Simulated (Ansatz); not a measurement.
**CHBrI−: an energy map over bond length C2–I3 and angle I3–C2–Br1**

Computed with Ansatz 0.2.0. Level: RKS PBE0-D4/def2-TZVPD.

## Step 1: The system as given

SMILES `Br[CH-]I`, 4 atoms, charge -1, spin multiplicity 1.

Atoms are counted from 1 here; the program's logs count them from 0.

Bond lengths: Br1–C2 2.078 Å, C2–I3 2.327 Å, C2–H4 1.128 Å. Angles: Br1–C2–I3 107.1°, Br1–C2–H4 95.9°, I3–C2–H4 94.1°.

Coordinates:

```xyz
4

Br   -1.8208    0.0994   -0.3490
C     0.2375    0.0524   -0.6300
I     1.1395   -1.1964    1.1140
H     0.4438    1.0445   -0.1350
```

## Step 3: Plan of the scan

The axes are (1) bond length C2–I3: 7 values from 1.990 to 2.827 Å; (2) angle I3–C2–Br1: 7 values from 61.7 to 151.7 °.

Nothing else is relaxed (all other coordinates rigid). Energies count from the relaxed molecule at the same level.

(The set-up runs are not shown.)

## Step 4: The run at bond length C2–I3 = 1.990 Å, angle I3–C2–Br1 = 151.7°

Contents of input.yaml:

```yaml
crystal:
  periodic: [false, false, false]
  atoms:
    - { symbol: Br, position_ang: [-1.786707, 0.084448, -0.335363] }
    - { symbol: C, position_ang: [0.236481, 0.053348, -0.607311] }
    - { symbol: I, position_ang: [2.068794, -0.503205, -0.066037] }
    - { symbol: H, position_ang: [0.4474, 1.03524, -0.141669] }
total_charge: -1
basis:
  gaussian: { orbitals: def2-TZVPD }
hamiltonian:
  xc: pbe0
  dispersion: d4
output:
  forces: true
```

Launch:

```sh
> ansatz run input.yaml --threads 1 --pin off --max-ram 2560MiB --backend cpu --events-out ev --progress --plain --runs-dir out
```

Q: Estimate wall time and peak memory on 1 thread of Arm Neoverse V2, shared host.

About 7.6 s, with a peak of 0.36 GiB.
